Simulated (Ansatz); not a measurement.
# C₂H₄B₂O: a ladder of functionals and wavefunction methods

An exercise on one series of results from a longer session: the logs are not shown, and one member is left open.

Computed with Ansatz 0.2.0, Gaussian basis. Level: functionals in def2-TZVPP, the program's frozen cores in correlated methods.

Plan: LDA (SPW92), PBE-D4, revPBE-D4, BLYP-D4, r2SCAN-D4, B97M-V, PBE0-D4, B3LYP-D4, r2SCANh-D4, r2SCAN0-D4, HSE06-D4, BHLYP-D4, CAM-B3LYP-D4, LC-ωPBE, ωB97X-V, ωB97M-V, B2PLYP, PBE-QIDH; CCSD(T)/def2-SVP; CCSD(T)/def2-TZVPP; MP2/def2-QZVPP; extrapolation to the limit; RPA on PBE.

## Structure used throughout

All runs share one geometry, relaxed beforehand with PBE0-D4 in a triple-zeta def2 set.

SMILES `BC#CBO`, 9 atoms, charge 0, spin multiplicity 1.

Atoms are counted from 1 here; the program's logs count them from 0.

Bond lengths: B1–C2 1.490 Å, B1–H6 1.194 Å, B1–H7 1.194 Å, C2–C3 1.222 Å, C3–B4 1.515 Å, B4–O5 1.351 Å, B4–H8 1.200 Å, O5–H9 0.960 Å. Angles: C2–B1–H6 119.8°, C2–B1–H7 119.8°, H6–B1–H7 120.4°, B1–C2–C3 179.3°, C2–C3–B4 176.5°, C3–B4–O5 119.4°, C3–B4–H8 119.0°, O5–B4–H8 121.6°, B4–O5–H9 112.8°.

Coordinates:

```mol
C2H4B2O
  3D, bonds by distance, orders not assigned

  9  8  0  0  0  0  0  0  0  0999 V2000
    1.2901   -0.1109    2.1881 B   0  0
    0.5015   -0.0197    0.9269 C   0  0
   -0.1352    0.0474   -0.1136 C   0  0
   -0.9886    0.1821   -1.3587 B   0  0
   -0.5830   -0.4014   -2.5082 O   0  0
    1.0919   -1.0100    2.9479 H   0  0
    2.1154    0.7162    2.4328 H   0  0
   -2.0108    0.8066   -1.2972 H   0  0
   -1.1929   -0.2565   -3.2351 H   0  0
  1  2  8  0
  2  3  8  0
  3  4  8  0
  4  5  8  0
  1  6  8  0
  1  7  8  0
  4  8  8  0
  5  9  8  0
M  END
```

The first run:

The input, in.yaml:

```yaml
crystal:
  periodic: [false, false, false]
  atoms:
    - {symbol: B, position_ang: [1.290100, -0.110867, 2.188111]}
    - {symbol: C, position_ang: [0.501541, -0.019673, 0.926932]}
    - {symbol: C, position_ang: [-0.135204, 0.047393, -0.113639]}
    - {symbol: B, position_ang: [-0.988582, 0.182058, -1.358655]}
    - {symbol: O, position_ang: [-0.583006, -0.401423, -2.508233]}
    - {symbol: H, position_ang: [1.091930, -1.010001, 2.947892]}
    - {symbol: H, position_ang: [2.115372, 0.716214, 2.432751]}
    - {symbol: H, position_ang: [-2.010821, 0.806644, -1.297215]}
    - {symbol: H, position_ang: [-1.192932, -0.256546, -3.235143]}
basis:
  gaussian: {orbitals: def2-TZVPP}
hamiltonian: {xc: lda}
output: {orbitals: {seedname: orbitals}}
```

Run with:

```sh
> ansatz run in.yaml --threads 2 --pin off --events-out ev --progress --plain --max-ram 4352MiB
```

Steps of the session up to this table: LDA; PBE-D4 (GGA); revPBE-D4 (GGA); BLYP-D4 (GGA); r2SCAN-D4 (meta-GGA); B97M-V (meta-GGA); PBE0-D4 (hybrid); B3LYP-D4 (hybrid); r2SCANh-D4 (hybrid); r2SCAN0-D4 (hybrid); HSE06-D4 (hybrid); BHLYP-D4 (hybrid); CAM-B3LYP-D4 (range-separated); LC-ωPBE (range-separated); ωB97X-V (range-separated); ωB97M-V (range-separated); B2PLYP (double hybrid); PBE-QIDH (double hybrid).

One table of the session follows, with a row left open; its other results are not shown here.

It belongs to the step «Orbital energies across the functionals». 

| functional | HOMO (eV) | LUMO (eV) | gap (eV) |
| --- | --- | --- | --- |
| LDA (SPW92) | ? | ? | ? |
| PBE-D4 | -6.94 | -3.31 | 3.64 |
| revPBE-D4 | -6.89 | -3.20 | 3.69 |
| BLYP-D4 | -6.80 | -3.13 | 3.67 |
| r2SCAN-D4 | -7.17 | -3.02 | 4.15 |
| B97M-V | -7.21 | -3.03 | 4.17 |
| PBE0-D4 | -8.12 | -2.36 | 5.76 |
| B3LYP-D4 | -7.89 | -2.55 | 5.35 |
| r2SCANh-D4 | -7.61 | -2.69 | 4.92 |
| r2SCAN0-D4 | -8.27 | -2.19 | 6.08 |
| HSE06-D4 | -7.72 | -2.74 | 4.98 |
| BHLYP-D4 | -9.16 | -1.29 | 7.86 |
| CAM-B3LYP-D4 | -9.42 | -1.25 | 8.17 |
| LC-ωPBE | -10.78 | -0.11 | 10.67 |
| ωB97X-V | -10.40 | -0.17 | 10.23 |
| ωB97M-V | -10.29 | -0.36 | 9.93 |

Estimate the missing values for LDA (SPW92).

As computed: HOMO (eV): -7.09; LUMO (eV): -3.59; gap (eV): 3.51. In the column «HOMO (eV)» it lies between r2SCAN-D4 (-7.17) and PBE-D4 (-6.94).
